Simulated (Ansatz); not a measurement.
# C2H8O2Si: a ladder of functionals and wavefunction methods

The task here is to estimate one member of a computed series from the others.

Program: Ansatz 0.2.0, Gaussian basis. Level of theory: functionals in def2-TZVPP, the program's frozen cores in correlated methods. These are calculated values, not measurements.

Levels to be run: PBE-D4, r2SCAN-D4, PBE0-D4, B3LYP-D4, ωB97X-V, ωB97M-V, B2PLYP; CCSD(T)/def2-TZVPP; MP2/def2-QZVPP; extrapolation to the limit.

**The relaxed structure**

An earlier PBE0-D4 in a triple-zeta def2 set relaxation fixed the geometry.

SMILES `C[SiH2]OCO`, 13 atoms, charge 0, spin multiplicity 1.

Atoms are counted from 1 here; the program's logs count them from 0.

Bond lengths: C1–Si2 1.857 Å, C1–H6 1.093 Å, C1–H7 1.092 Å, C1–H8 1.092 Å, Si2–O3 1.659 Å, Si2–H9 1.488 Å, Si2–H10 1.491 Å, O3–C4 1.396 Å, C4–O5 1.394 Å, C4–H11 1.096 Å, C4–H12 1.095 Å, O5–H13 0.962 Å. Angles: Si2–C1–H6 110.4°, Si2–C1–H7 110.7°, Si2–C1–H8 111.0°, H6–C1–H7 108.0°, H6–C1–H8 108.3°, H7–C1–H8 108.3°, C1–Si2–O3 106.8°, C1–Si2–H9 110.1°, C1–Si2–H10 111.7°, O3–Si2–H9 111.0°, O3–Si2–H10 108.8°, H9–Si2–H10 108.5°, Si2–O3–C4 122.7°, O3–C4–O5 112.8°, O3–C4–H11 106.5°, O3–C4–H12 110.8°, O5–C4–H11 111.7°, O5–C4–H12 105.4° and more.

Set-up of the first run:

Input file in.yaml:

```yaml
crystal:
  periodic: [false, false, false]
  atoms:
    - {symbol: C, position_ang: [-1.467785, 0.219934, 1.746511]}
    - {symbol: Si, position_ang: [-0.603873, 0.551447, 0.136794]}
    - {symbol: O, position_ang: [0.621541, -0.559475, 0.012284]}
    - {symbol: C, position_ang: [1.226497, -0.881501, -1.204197]}
    - {symbol: O, position_ang: [1.798552, 0.224242, -1.832369]}
    - {symbol: H, position_ang: [-2.274259, 0.941681, 1.900987]}
    - {symbol: H, position_ang: [-0.770776, 0.307146, 2.583164]}
    - {symbol: H, position_ang: [-1.897308, -0.783964, 1.761479]}
    - {symbol: H, position_ang: [-0.069881, 1.940166, 0.118973]}
    - {symbol: H, position_ang: [-1.522516, 0.384034, -1.025622]}
    - {symbol: H, position_ang: [1.972357, -1.654505, -0.986939]}
    - {symbol: H, position_ang: [0.489614, -1.270847, -1.914966]}
    - {symbol: H, position_ang: [2.518237, 0.546841, -1.281400]}
basis:
  gaussian: {orbitals: def2-TZVPP}
hamiltonian: {xc: pbe, dispersion: d4}
output: {forces: true, orbitals: {seedname: orbitals}}
```

On the command line:

```
ansatz run in.yaml --threads 4 --pin off --events-out ev --progress --plain --max-ram 10444MiB
```

Steps of the session up to this table: PBE-D4 (GGA); r2SCAN-D4 (meta-GGA); PBE0-D4 (hybrid); B3LYP-D4 (hybrid); ωB97X-V (range-separated); ωB97M-V (range-separated); B2PLYP (double hybrid); CCSD(T) in def2-TZVPP; MP2 in def2-QZVPP.

One table of the session follows, with a row left open; its other results are not shown here.

It belongs to the step «Atomisation energies». 

```
            method  atomisation energy (kcal/mol)
            PBE-D4                         1170.8
         r2SCAN-D4                         1157.3
           PBE0-D4                         1151.5
          B3LYP-D4                         1154.4
           ωB97X-V                         1159.5
           ωB97M-V                              ?
            B2PLYP                         1143.7
     HF/def2-TZVPP                          843.4
    MP2/def2-TZVPP                         1144.6
   CCSD/def2-TZVPP                         1114.1
CCSD(T)/def2-TZVPP                         1129.0
           MP2/CBS                         1174.3
       CCSD(T)/CBS                         1158.7
```

Estimate the missing values for ωB97M-V.

As computed: atomisation energy (kcal/mol): 1159.6. In the column «atomisation energy (kcal/mol)» it lies between ωB97X-V (1159.5) and PBE-D4 (1170.8).
